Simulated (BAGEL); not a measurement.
# CH6BNS (SMILES CNBS) at HF/3-21G (density fitting with qzvpp-jkfit)

Aim: the energy change on altering one bond length of CH6BNS at HF/3-21G (density fitting with qzvpp-jkfit), from 2 runs. 

The results are computed with BAGEL 1.2.2.

6 further runs of the same task are left out: 4 that didn't finish, 2 set aside as unsound or not needed.

## Step 1: Starting point

CH6BNS: 10 atoms, total charge 0, spin state singlet. As SMILES, `CNBS`. The coordinates come from a PBE0-D4/def2-TZVP relaxation. This is one conformer, not always the lowest.

Bond lengths: C1–N2 1.444 Å, N2–B3 1.389 Å, B3–S4 1.820 Å, C1–H5 1.095 Å, C1–H6 1.094 Å, C1–H7 1.090 Å, N2–H8 1.009 Å, B3–H9 1.195 Å, S4–H10 1.339 Å. Some angles: C1–N2–B3 125.8°, N2–B3–S4 119.9°, C1–N2–H8 114.1°, B3–N2–H8 120.1°, N2–C1–H5 111.6°, N2–C1–H6 111.6°, N2–C1–H7 109.1°, N2–B3–H9 119.9°, S4–B3–H9 120.2°, B3–S4–H10 96.2°.

## Step 2: The energy at HF/3-21G (density fitting with qzvpp-jkfit)

Contents of hf.json:

```json
{ "bagel" : [

{
  "title" : "molecule",
  "basis" : "3-21g",
  "df_basis" : "qzvpp-jkfit",
  "angstrom" : true,
  "geometry" : [
    { "atom" : "C", "xyz" : [   -1.419800,    0.603200,   -0.178200 ] },
    { "atom" : "N", "xyz" : [   -0.346000,   -0.358300,   -0.260500 ] },
    { "atom" : "B", "xyz" : [    0.946000,   -0.176300,    0.215700 ] },
    { "atom" : "S", "xyz" : [    2.178200,   -1.501700,    0.025400 ] },
    { "atom" : "H", "xyz" : [   -1.782500,    0.888900,   -1.170700 ] },
    { "atom" : "H", "xyz" : [   -2.266900,    0.213800,    0.395100 ] },
    { "atom" : "H", "xyz" : [   -1.056500,    1.501100,    0.321300 ] },
    { "atom" : "H", "xyz" : [   -0.601200,   -1.223700,   -0.711100 ] },
    { "atom" : "H", "xyz" : [    1.244800,    0.850200,    0.748900 ] },
    { "atom" : "H", "xyz" : [    3.186700,   -0.848400,    0.617000 ] }
  ]
},
{
  "title" : "hf"
},
{
  "title" : "print",
  "file" : "orbitals.molden",
  "orbitals" : true
}

]}
```

Started as:

```
$ BAGEL_NUM_THREADS=1 BAGEL hf.json > hf.out
```

Standard output:

```text
* using 1 threads per process

  ===============================================================
  ===============================================================

  *** Geometry ***

  { "atom" : "C", "xyz" : [     -2.683033,      1.139883,     -0.336749 ] },
  { "atom" : "N", "xyz" : [     -0.653845,     -0.677089,     -0.492274 ] },
  { "atom" : "B", "xyz" : [      1.787681,     -0.333159,      0.407614 ] },
  { "atom" : "S", "xyz" : [      4.116201,     -2.837802,      0.047999 ] },
  { "atom" : "H", "xyz" : [     -3.368437,      1.679778,     -2.212302 ] },
  { "atom" : "H", "xyz" : [     -4.283820,      0.404023,      0.746631 ] },
  { "atom" : "H", "xyz" : [     -1.996496,      2.836668,      0.607169 ] },
  { "atom" : "H", "xyz" : [     -1.136103,     -2.312458,     -1.343784 ] },
  { "atom" : "H", "xyz" : [      2.352331,      1.606645,      1.415216 ] },
  { "atom" : "H", "xyz" : [      6.021990,     -1.603244,      1.165961 ] },

  Number of auxiliary basis functions:      463

  Since a DF basis is specified, we compute 2- and 3-index integrals:
    o Being stored without compression. Storage requirement is 0.010 GB

  Number of basis functions:       52
  Number of electrons      :       40

    * METHOD: MOLECULE                             0.14

  *** RHF ***

  === Nuclear Repulsion ===
   143.3830570875

      * DIIS with orbital gradients will be used.

  === RHF iteration (3-21g) ===
      0       -515.36060392          0.01929058           0.03
      1       -515.43275923          0.00878732           0.03
      2       -515.44712184          0.00194452           0.03
      3       -515.44807989          0.00022075           0.03
      4       -515.44810496          0.00006239           0.03
      5       -515.44810780          0.00001699           0.03
      6       -515.44810802          0.00000460           0.03
      7       -515.44810803          0.00000141           0.03
      8       -515.44810803          0.00000035           0.03
      9       -515.44810803          0.00000011           0.03
     10       -515.44810803          0.00000005           0.03
     11       -515.44810803          0.00000001           0.03
     12       -515.44810803          0.00000000           0.03
    * SCF iteration converged.

    * Permanent dipole moment:
           (    0.816550,    -0.625411,    -0.017442) a.u.

    * METHOD: HF                                   0.48

    * METHOD: PRINT                                0.01

  ===============================================================
```

It took 0.78 s on 1 thread of Arm Neoverse V2, shared host.

## Step 3: The distorted shape, same level

Contents of hf.json:

```json
{ "bagel": [

{
  "title": "molecule",
  "basis": "3-21g",
  "df_basis": "qzvpp-jkfit",
  "angstrom": true,
  "geometry": [
    { "atom": "C", "xyz": [      -1.365406,       0.560354,      -0.029355 ] },
    { "atom": "N", "xyz": [      -0.291606,      -0.401146,      -0.111655 ] },
    { "atom": "B", "xyz": [       1.000394,      -0.219146,       0.364545 ] },
    { "atom": "S", "xyz": [       2.232594,      -1.544546,       0.174245 ] },
    { "atom": "H", "xyz": [      -1.782500,       0.888900,      -1.170700 ] },
    { "atom": "H", "xyz": [      -2.212506,       0.170954,       0.543945 ] },
    { "atom": "H", "xyz": [      -1.002106,       1.458254,       0.470145 ] },
    { "atom": "H", "xyz": [      -0.546806,      -1.266546,      -0.562255 ] },
    { "atom": "H", "xyz": [       1.299194,       0.807354,       0.897745 ] },
    { "atom": "H", "xyz": [       3.241094,      -0.891246,       0.765845 ] }
  ]
},

{
  "title": "hf"
},

{
  "title": "print",
  "file": "orbitals.molden",
  "orbitals": true
}

]}
```

Started as:

```
$ BAGEL_NUM_THREADS=1 BAGEL hf.json > hf.out
```

Standard output:

```text
* using 1 threads per process

  ===============================================================
  ===============================================================

  *** Geometry ***

  { "atom" : "C", "xyz" : [     -2.580243,      1.058916,     -0.055473 ] },
  { "atom" : "N", "xyz" : [     -0.551055,     -0.758056,     -0.210997 ] },
  { "atom" : "B", "xyz" : [      1.890471,     -0.414126,      0.688890 ] },
  { "atom" : "S", "xyz" : [      4.218991,     -2.918769,      0.329275 ] },
  { "atom" : "H", "xyz" : [     -3.368437,      1.679778,     -2.212302 ] },
  { "atom" : "H", "xyz" : [     -4.181030,      0.323056,      1.027907 ] },
  { "atom" : "H", "xyz" : [     -1.893706,      2.755701,      0.888445 ] },
  { "atom" : "H", "xyz" : [     -1.033314,     -2.393425,     -1.062508 ] },
  { "atom" : "H", "xyz" : [      2.455121,      1.525678,      1.696492 ] },
  { "atom" : "H", "xyz" : [      6.124780,     -1.684211,      1.447237 ] },

  Number of auxiliary basis functions:      463

  Since a DF basis is specified, we compute 2- and 3-index integrals:
    o Being stored without compression. Storage requirement is 0.010 GB

  Number of basis functions:       52
  Number of electrons      :       40

    * METHOD: MOLECULE                             0.14

  *** RHF ***

  === Nuclear Repulsion ===
   142.7775157253

      * DIIS with orbital gradients will be used.

  === RHF iteration (3-21g) ===
      0       -515.34697267          0.01917783           0.03
      1       -515.41843421          0.00883987           0.02
      2       -515.43293671          0.00194662           0.03
      3       -515.43390706          0.00021033           0.03
      4       -515.43393146          0.00006106           0.03
      5       -515.43393421          0.00001645           0.03
      6       -515.43393442          0.00000443           0.03
      7       -515.43393444          0.00000133           0.03
      8       -515.43393444          0.00000032           0.03
      9       -515.43393444          0.00000010           0.03
     10       -515.43393444          0.00000004           0.03
     11       -515.43393444          0.00000001           0.03
     12       -515.43393444          0.00000000           0.03
    * SCF iteration converged.

    * Permanent dipole moment:
           (    0.767472,    -0.592386,    -0.080934) a.u.

    * METHOD: HF                                   0.47

    * METHOD: PRINT                                0.01

  ===============================================================
```

It took 0.76 s on 1 thread of Arm Neoverse V2, shared host.

## Step 4: Outcome

At HF/3-21G (density fitting with qzvpp-jkfit):

```
                                                         quantity          value
                                        first shape: total energy  -515.44811 Eh
                                       first shape: dipole moment         2.61 D
                                         first shape: HOMO energy       -9.76 eV
                                         first shape: LUMO energy        4.70 eV
                                       first shape: HOMO–LUMO gap       14.47 eV
                                    distorted shape: total energy  -515.43393 Eh
                                   distorted shape: dipole moment         2.47 D
                                     distorted shape: HOMO energy       -9.76 eV
                                     distorted shape: LUMO energy        4.62 eV
                                   distorted shape: HOMO–LUMO gap       14.38 eV
energy change with the C1–H5 bond stretched from 1.095 to 1.259 Å       0.386 eV
```

What this shows: With the C1–H5 bond stretched from 1.095 to 1.259 Å the energy rises by 0.39 eV (37.2 kJ/mol). The first shape isn't relaxed at this level, so the change isn't measured from a minimum.
